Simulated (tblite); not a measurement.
# C6H14Si3: the cost of one run

Computed with tblite 0.8.0 and PySCF 2.14.0, with density-fitted response routines of our own, on a single molecule in the gas phase. Atoms count from 0, in the outputs and in this text.

## Step 1: The molecule as given

23 atoms, charge 0, multiplicity 1; geometry from: force field or distance geometry start.

Bonds of the start (Å): C0–C1 1.49, C1–C2 1.21, C2–Si3 1.82, Si3–C4 1.84, C4–C5 1.53, C5–C6 1.51, C6–Si7 1.85, C5–Si8 1.87, Si8–Si3 2.24, C0–H9 1.11, C0–H10 1.12, C0–H11 1.11, Si3–H12 1.46, C4–H13 1.11, C4–H14 1.11, C5–H15 1.11, C6–H16 1.13, C6–H17 1.11, Si7–H18 1.48, Si7–H19 1.47, Si7–H20 1.49, Si8–H21 1.46, Si8–H22 1.47.

## Step 2: Optimising the geometry with GFN2-xTB

The job: settings as JSON, then the geometry in Å.

```
{"job": {"kind": "relax", "xc": "GFN2-xTB", "basis": "xTB"}, "charge": 0, "multiplicity": 1}
C      4.726700     1.467500     0.097200
C      3.542200     0.567800     0.035700
C      2.603400    -0.191400    -0.005700
Si     1.186800    -1.325900    -0.111500
C     -0.180100    -0.807300    -1.236900
C     -1.101300    -0.001000    -0.326600
C     -2.565400    -0.307000    -0.508200
Si    -3.675300     0.666900     0.611800
Si    -0.504400    -0.795100     1.255700
H      4.381600     2.432800    -0.334500
H      5.556100     1.031800    -0.508900
H      5.029100     1.641900     1.147000
H      1.549100    -2.736300    -0.120500
H     -0.742200    -1.699300    -1.592500
H      0.183600    -0.258900    -2.134800
H     -0.868300     1.079300    -0.437200
H     -2.686300    -1.384700    -0.185700
H     -2.878200    -0.293400    -1.574800
H     -3.072000     0.942400     1.931100
H     -4.186800     1.892300    -0.018700
H     -4.880000    -0.163200     0.877300
H     -1.271200    -1.953500     1.717600
H     -0.151800     0.221300     2.251900
```

Launch:

```bash
$ OMP_NUM_THREADS=1 python probes_run.py task.json out
```

One launch serves the whole session: the jobs run in the order shown.

Q: Estimate the wall time and peak memory of this first job on 1 thread of Intel Xeon at 2.50GHz, shared host.

About 6.2 s, with a peak of 0.18 GiB.
